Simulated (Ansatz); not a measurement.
# triplet Si2H4F2 at 6 levels

Wanted: a comparison of 6 runs (UHF/6-31G*, U-r2SCAN/6-31G*, U-revPBE/6-31G*, UPBE/6-31G*, UPBE0/6-31G*, UCCSD/6-31G*) of triplet Si2H4F2. 

Program for the calculation: Ansatz 0.2.0.

56 further runs of the same task are left out: 56 set aside as unsound or not needed.

## 1. The structure to begin with

Si2H4F2 has 8 atoms, charge 0, and is taken as a triplet. SMILES of the parent species: `F[SiH2][SiH2]F`. Geometry: relaxed at PBE0-D4/def2-TZVP. This is one conformer, not always the lowest. That shape belongs to the parent species and isn't relaxed for this state.

Bond lengths: F1–Si2 1.605 Å, Si2–Si3 2.350 Å, Si3–F4 1.605 Å, Si2–H5 1.485 Å, Si2–H6 1.487 Å, Si3–H7 1.487 Å, Si3–H8 1.485 Å. Some angles: F1–Si2–Si3 110.4°, Si2–Si3–F4 110.4°, F1–Si2–H5 108.0°, F1–Si2–H6 108.1°, Si3–Si2–H5 111.7°, Si3–Si2–H6 109.2°, Si2–Si3–H7 109.2°, Si2–Si3–H8 111.7°, F4–Si3–H7 108.1°, F4–Si3–H8 108.0°.

## 2. A single-point energy at UHF/6-31G(d) (spherical functions) (run 1)

input.yaml

```yaml
crystal:
  periodic: [false, false, false]
  atoms:
    - symbol: F
      position_ang: [-1.934800, 1.205800, -0.274500]
    - symbol: Si
      position_ang: [-0.357800, 1.128100, 0.012400]
    - symbol: Si
      position_ang: [0.358600, -1.109600, 0.044100]
    - symbol: F
      position_ang: [0.281000, -1.742000, -1.428800]
    - symbol: H
      position_ang: [0.340100, 1.914200, -1.037000]
    - symbol: H
      position_ang: [-0.099800, 1.743700, 1.341600]
    - symbol: H
      position_ang: [1.774800, -1.164000, 0.495400]
    - symbol: H
      position_ang: [-0.477100, -1.941900, 0.946800]
basis:
  gaussian: {orbitals: 6-31G_st_-spherical.json}
magnetization: {spin_polarized: true, initial_magnetization: 2}
hamiltonian: {xc: hf}
accuracy: high
output: {orbitals: {seedname: orbitals}}
```

The basis set 6-31G* is read from a file made from the Basis Set Exchange's data (not shown).

The run is started by

```
$ ansatz run input.yaml --threads 1 --pin off --max-ram 3480MiB --events-out events.jsonl --progress --plain --runs-dir runs
```

Log:

```text
Warning: RAYON_NUM_THREADS=1 ignored (pool sized by the plan → 1); use --threads N
Functional definition: HF
  name "HF"
  exchange = exact_x
  correlation = 0
1575 factors; integrals over basis functions are off by at most 4.2e-9 eV
mean field evaluation 1: about -21191.8657 eV, gradient 2.5e1 eV
mean field evaluation 2: about -21191.8902 eV, gradient 2.5e1 eV
mean field evaluation 4: about -21195.0526 eV, gradient 2.6e0 eV
mean field evaluation 8: about -21195.1984 eV, gradient 2.0e-1 eV
mean field evaluation 16: about -21193.8466 eV, gradient 9.3e0 eV
mean field evaluation 32: about -21194.7835 eV, gradient 2.7e-1 eV
mean field evaluation 64: about -21194.7433 eV, gradient 5.1e-1 eV
mean field -21195.19994656 eV, -778.9092314136 hartree, gradient 8.6e-8 eV, S^2 2.005673; 2 other end points of the search recorded, 0 dependent functions left out
reference -21195.19994656 eV, -778.9092314136 hartree; 26, 24 occupied and 46, 48 virtual orbitals, 1575 factors
Total energy: -21195.19994656 eV, -778.9092314136 hartree
```

Run time: 5.1 s. Hardware: 1 thread of Arm Neoverse V2, shared host; peak memory 0.23 GiB.

## 3. The energy at U-r2SCAN/6-31G(d) (spherical functions) (run 2)

molecule.yaml

```yaml
crystal:
  periodic: [false, false, false]
  atoms:
    - {symbol: F, position_ang: [-1.934800, 1.205800, -0.274500]}
    - {symbol: Si, position_ang: [-0.357800, 1.128100, 0.012400]}
    - {symbol: Si, position_ang: [0.358600, -1.109600, 0.044100]}
    - {symbol: F, position_ang: [0.281000, -1.742000, -1.428800]}
    - {symbol: H, position_ang: [0.340100, 1.914200, -1.037000]}
    - {symbol: H, position_ang: [-0.099800, 1.743700, 1.341600]}
    - {symbol: H, position_ang: [1.774800, -1.164000, 0.495400]}
    - {symbol: H, position_ang: [-0.477100, -1.941900, 0.946800]}
basis:
  gaussian: {orbitals: 6-31G_st_-spherical.json}
magnetization: {spin_polarized: true, initial_magnetization: 2}
hamiltonian: {xc: {name: r2SCAN}}
accuracy: high
output: {orbitals: {seedname: orbitals}}
```

The basis set 6-31G* is read from a file made from the Basis Set Exchange's data (not shown).

The run is started by

```
$ ansatz run molecule.yaml --threads 1 --pin off --max-ram 3480MiB --events-out events.jsonl --progress --plain --runs-dir runs
```

Log:

```text
Warning: RAYON_NUM_THREADS=1 ignored (pool sized by the plan → 1); use --threads N
Functional definition: r2SCAN
  name "r2SCAN"
  parameter k0 = 0.174
  parameter k1 = 0.065
  parameter a1 = 4.9479
  exchange = r2scan_x(k0 = k0, k1 = k1, a1 = a1)
  correlation = r2scan_c
1575 factors; integrals over basis functions are off by at most 4.2e-9 eV
mean field evaluation 1: about -21244.1652 eV, gradient 2.6e1 eV
mean field evaluation 2: about -21234.1710 eV, gradient 6.0e1 eV
mean field evaluation 4: about -21246.2957 eV, gradient 7.2e-1 eV
mean field evaluation 8: about -21246.2923 eV, gradient 1.4e-1 eV
mean field evaluation 16: about -21246.2924 eV, gradient 5.4e-5 eV
mean field evaluation 32: about -21243.8482 eV, gradient 6.8e0 eV
mean field -21246.29238220 eV, -780.7868437915 hartree, gradient 7.1e-8 eV, S^2 2.003296; 3 other end points of the search recorded, 0 dependent functions left out
reference -21246.29238537 eV, -780.7868439082 hartree; 26, 24 occupied and 46, 48 virtual orbitals, 1575 factors
Total energy: -21246.29238537 eV, -780.7868439082 hartree
```

It took 36 s on 1 thread of Arm Neoverse V2, shared host; peak memory 0.39 GiB.

Runs 3 to 5 aren't shown in full; the table further down has their settings and results.

## 4. The energy at UCCSD/6-31G(d) (spherical functions) (run 6)

job.yaml

```yaml
basis:
  gaussian:
    orbitals: 6-31G_st_-spherical.json
crystal:
  periodic: [false, false, false]
  atoms:
    - {symbol: F, position_ang: [-1.934800, 1.205800, -0.274500]}
    - {symbol: Si, position_ang: [-0.357800, 1.128100, 0.012400]}
    - {symbol: Si, position_ang: [0.358600, -1.109600, 0.044100]}
    - {symbol: F, position_ang: [0.281000, -1.742000, -1.428800]}
    - {symbol: H, position_ang: [0.340100, 1.914200, -1.037000]}
    - {symbol: H, position_ang: [-0.099800, 1.743700, 1.341600]}
    - {symbol: H, position_ang: [1.774800, -1.164000, 0.495400]}
    - {symbol: H, position_ang: [-0.477100, -1.941900, 0.946800]}
magnetization:
  spin_polarized: true
  initial_magnetization: 2
correlation:
  method: ccsd
  frozen_orbitals: {F: 1, H: 0, Si: 5}
accuracy: high
scf:
  omitted_lower_state_checks: [cluster_reference, increment]
```

The basis set 6-31G* is read from a file made from the Basis Set Exchange's data (not shown).

The run is started by

```
$ ansatz run job.yaml --threads 1 --pin off --max-ram 3480MiB --events-out events.jsonl --progress --plain --runs-dir runs
```

Log, shortened:

```text
Warning: RAYON_NUM_THREADS=1 ignored (pool sized by the plan → 1); use --threads N
[... 2 set-up lines as earlier in the session ...]
[...]
1575 factors; integrals over basis functions are off by at most 4.2e-9 eV
[...]
mean field -21195.19994656 eV, -778.9092314136 hartree, gradient 8.6e-8 eV, S^2 2.005673; 4 other end points of the search recorded, 0 dependent functions left out
12 core orbitals not correlated: weight in the atoms' cores, before any rotation towards them, 1.000 or more for the frozen orbitals, at most 0.000 for the correlated occupied ones
reference -21195.19994656 eV, -778.9092314136 hartree; 14, 12 occupied and 46, 48 virtual orbitals, 1575 factors
second order -13.65025549 eV of doubles, -0.00000000 eV of singles
cycle   1  -13.92429770 eV  change   -2.7e-1 eV  update   1.2e-1
[...]
cycle  32  -14.54133107 eV  change   7.6e-11 eV  update   3.2e-9
Total energy: -21209.74127763 eV, -779.4436154740 hartree
Checks for a lower state left out: cluster_reference, increment
```

It took 36 s on 1 thread of Arm Neoverse V2, shared host; peak memory 0.5 GiB.

## 5. Overview of the runs

```
run                                  level  frozen core orbitals  energy (Eh)  HOMO energy (eV)   ⟨S²⟩  wall time
  1       UHF/6-31G* (spherical functions)                     –  -778.909231             -4.60  2.006      5.1 s
  2  U-r2SCAN/6-31G* (spherical functions)                     –  -780.786844             -2.41  2.003       36 s
  3  U-revPBE/6-31G* (spherical functions)                     –  -780.735068             -2.21  2.002       16 s
  4      UPBE/6-31G* (spherical functions)                     –  -780.431006             -2.26  2.002       16 s
  5     UPBE0/6-31G* (spherical functions)                     –  -780.483405             -3.03  2.002       20 s
  6     UCCSD/6-31G* (spherical functions)                    12  -779.443615                 –  2.006       36 s
```

## 6. Results

| quantity | value |
| --- | --- |
| run 6: total energy | -779.44362 Eh |
| run 6: correlation energy (12 core orbitals frozen) | -534.4 mEh |
| run 6: ⟨S²⟩ of the reference determinant | 2.006 |
| run 6: T1 diagnostic | 0.021 |

Totals of different functionals can't be ranked against each other. All runs together took 2.2 min, the longest 36 s.
